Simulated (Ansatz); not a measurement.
Geometry optimisation, DFT LDA, scalar-relativistic, plane waves, PAW (Ansatz 0.2.0).

The input (input.yaml):

```yaml
crystal:
  lattice:
    - [0.0, 4.21, 4.21]
    - [4.21, 0.0, 4.21]
    - [4.21, 4.21, 0.0]
  atoms:
    - { symbol: Mg, position: [0.0, 0.0, 0.0] }
    - { symbol: O, position: [0.25, 0.25, 0.25] }
    - { symbol: Mg, position: [0.0, 0.0, 0.5] }
    - { symbol: O, position: [0.25, 0.25, 0.75] }
    - { symbol: Mg, position: [0.0, 0.5, 0.0] }
    - { symbol: O, position: [0.25, 0.75, 0.25] }
    - { symbol: Mg, position: [0.0, 0.5, 0.5] }
    - { symbol: O, position: [0.25, 0.75, 0.75] }
    - { symbol: Mg, position: [0.5, 0.0, 0.0] }
    - { symbol: O, position: [0.75, 0.25, 0.25] }
    - { symbol: Mg, position: [0.5, 0.0, 0.5] }
    - { symbol: O, position: [0.75, 0.25, 0.75] }
    - { symbol: Mg, position: [0.5, 0.5, 0.0] }
    - { symbol: O, position: [0.75, 0.75, 0.25] }
    - { symbol: Mg, position: [0.5, 0.5, 0.5] }
    - { symbol: O, position: [0.75, 0.75, 0.75] }
    - { symbol: O, position: [0.8775684, 0.8697694, 0.875387], spin: 1.0 }
magnetization:
  spin_polarized: true
basis:
  ecutwfc: 420.0
kpoints:
  mp_grid: { grid: [2, 2, 2] }
hamiltonian:
  xc: lda
  pseudopotentials: { kind: paw, azcp: { folder: soft_1 } }
scf:
  occupations: { method: gaussian, width: 0.02 }
  lower_state_search: "off"
relax:
  f_tol: 0.03
  max_steps: 60
  adjacent_minimum: "off"
```

Run as:

```bash
$ ansatz run input.yaml --threads 2 --pin off --max-ram 5120MiB --backend cpu --events-out ev --progress --plain --runs-dir out
```

Where does it end, and by what steps?

The forces met the threshold. The force dipped under the threshold on the way, but the program's further checks kept it going. Limits of this set-up: coarse k mesh, PAW files made for another functional, a small cell, in which the defect meets its images. After 8 steps the energy has fallen by 3.573 eV; O17 moved furthest, 0.39 Å.

```json
{"step": "0", "energy less start (eV)": "0.0000", "largest force component (eV/Å)": "3.774", "accepted": "yes"}
{"step": "1", "energy less start (eV)": "-2.3737", "largest force component (eV/Å)": "1.785", "accepted": "yes"}
{"step": "2", "energy less start (eV)": "-3.1985", "largest force component (eV/Å)": "0.832", "accepted": "yes"}
{"step": "3", "energy less start (eV)": "-3.4844", "largest force component (eV/Å)": "0.840", "accepted": "yes"}
{"step": "4", "energy less start (eV)": "-3.5555", "largest force component (eV/Å)": "0.160", "accepted": "yes"}
{"step": "5", "energy less start (eV)": "-3.5681", "largest force component (eV/Å)": "0.127", "accepted": "yes"}
{"step": "6", "energy less start (eV)": "-3.5718", "largest force component (eV/Å)": "0.066", "accepted": "yes"}
{"step": "7", "energy less start (eV)": "-3.5733", "largest force component (eV/Å)": "0.029", "accepted": "yes"}
{"step": "8", "energy less start (eV)": "-3.5733", "largest force component (eV/Å)": "0.029", "accepted": "yes"}
```

```xyz
17
Lattice="0.0000 4.2100 4.2100 4.2100 0.0000 4.2100 4.2100 4.2100 0.0000" Properties=species:S:1:pos:R:3
Mg -0.023 -0.031 -0.022
O 2.130 2.097 2.131
Mg 2.135 2.128 -0.023
O 4.217 4.184 2.131
Mg 1.887 0.216 1.889
O 4.238 2.076 4.239
Mg 4.249 2.065 2.110
O 6.235 4.289 4.475
Mg -0.022 2.127 2.136
O 2.130 4.184 4.218
Mg 2.204 4.111 2.204
O 4.287 6.237 4.288
Mg 2.109 2.064 4.251
O 4.476 4.290 6.236
Mg 4.250 4.205 4.251
O 6.235 6.050 6.236
O 7.128 7.608 7.126
```

Time of the run: 37 s on 2 threads of Arm Neoverse V1 (shared host), peak memory 0.47 GiB.
